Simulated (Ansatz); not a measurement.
# SnH3 (doublet): wave-function methods side by side, def2-TZVPD

Aim: climb from Hartree-Fock through coupled cluster and multireference methods for SnH3 (doublet) at one geometry and basis, and see what each rung misses.

Computed with Ansatz 0.2.0, Gaussian basis. Level: def2-TZVPD, core rule «outside noble gas», up to 9 orbitals frozen.

Plan: UHF; CCSD(T) on ROHF; CCSD(T) on UHF; BCCD(T) on ROHF; CCSDT(Q) on ROHF; CCSDT(Q) on UHF; CASSCF and MRCISD+Q, 7 electrons in 7 orbitals; CASSCF and NEVPT2, 7 electrons in 7 orbitals.

6 further runs of the same task are left out: 6 set aside as unsound or not needed.

## 1. What is computed

The geometry is a PBE0/def2-TZVPD stationary point (not a proven minimum) of the parent state, kept for this charge and spin. No spin-orbit coupling is included. Elements past krypton take def2 core potentials.

4 atoms, charge 0, spin multiplicity 2.

Atoms are counted from 1 here; the program's logs count them from 0.

Bond lengths: Sn1–H2 1.907 Å, Sn1–H3 1.771 Å, Sn1–H4 1.907 Å. Angles: H2–Sn1–H3 94.2°, H2–Sn1–H4 171.5°, H3–Sn1–H4 94.2°.

## 2. UHF

File in.yaml:

```yaml
crystal:
  periodic: [false, false, false]
  atoms:
    - {symbol: Sn, position_ang: [0.000000, -0.012328, 0.000000]}
    - {symbol: H, position_ang: [0.000000, -0.153539, -1.901410]}
    - {symbol: H, position_ang: [0.000000, 1.758989, 0.000000]}
    - {symbol: H, position_ang: [0.000000, -0.153539, 1.901410]}
basis:
  gaussian: {orbitals: def2-TZVPD}
magnetization: {spin_polarized: true, initial_magnetization: 1}
hamiltonian: {xc: hf}
output: {orbitals: {seedname: orbitals}}
```

Launch:

```console
ansatz run in.yaml --threads 1 --pin off --events-out ev --progress --plain --max-ram 4096MiB --backend cpu
```

Further steps of the session: CCSD(T) on ROHF; CCSD(T) on UHF; BCCD(T) on ROHF; CCSDT(Q) on ROHF; CCSDT(Q) on UHF; CASSCF and MRCISD+Q, 7 electrons in 7 orbitals; CASSCF and NEVPT2, 7 electrons in 7 orbitals.

**Question.** What will the summary of the whole plan be? Wanted: UCCSDT(Q) from the RHF energy; RMP2 from UCCSDT(Q); UMP2 from UCCSDT(Q); RCCSD from UCCSDT(Q); RCCSD(T) from UCCSDT(Q); UCCSD(T) from UCCSDT(Q); RCCSDT(Q) from UCCSDT(Q); NEVPT2 valence from UCCSDT(Q); MRCISD+Q valence from UCCSDT(Q).

The runs gave:

```
                         quantity                                                                     value
    UCCSDT(Q) from the ROHF energy                                                                -3.9737 eV
              RMP2 from UCCSDT(Q)                                                           +23.16 kcal/mol
              UMP2 from UCCSDT(Q)                                                           +24.50 kcal/mol
             RCCSD from UCCSDT(Q)                                                            +3.75 kcal/mol
          RCCSD(T) from UCCSDT(Q)                                                            +0.95 kcal/mol
          UCCSD(T) from UCCSDT(Q)                                                            +0.85 kcal/mol
         RCCSDT(Q) from UCCSDT(Q)                                                            +0.16 kcal/mol
    NEVPT2 valence from UCCSDT(Q)                                                           +14.07 kcal/mol
  MRCISD+Q valence from UCCSDT(Q)                                                            +0.35 kcal/mol
levels within 1 kcal/mol (43 meV)  RCCSD(T), UCCSD(T), BCCD(T), RCCSDT, UCCSDT, RCCSDT(Q), MRCISD+Q valence
                    T1 diagnostic                                                                     0.027
   effectively unpaired electrons                                                                      1.11
```

In words: RCCSD(T) lands +0.95 kcal/mol from the yardstick (1.0 % of the correlation energy). One determinant dominates. Of the multireference levels listed MRCISD+Q valence comes nearest in total energy (+0.35 kcal/mol), which doesn't show that its space is the better one. Coupled cluster took another determinant than the lowest Hartree-Fock one. These misses are within one basis, not against nature; the frozen cores of restricted and unrestricted runs differ, which can shift their rows.

The ROHF row is the lowest solution found; coupled cluster stands on another one, 0.03 eV higher.
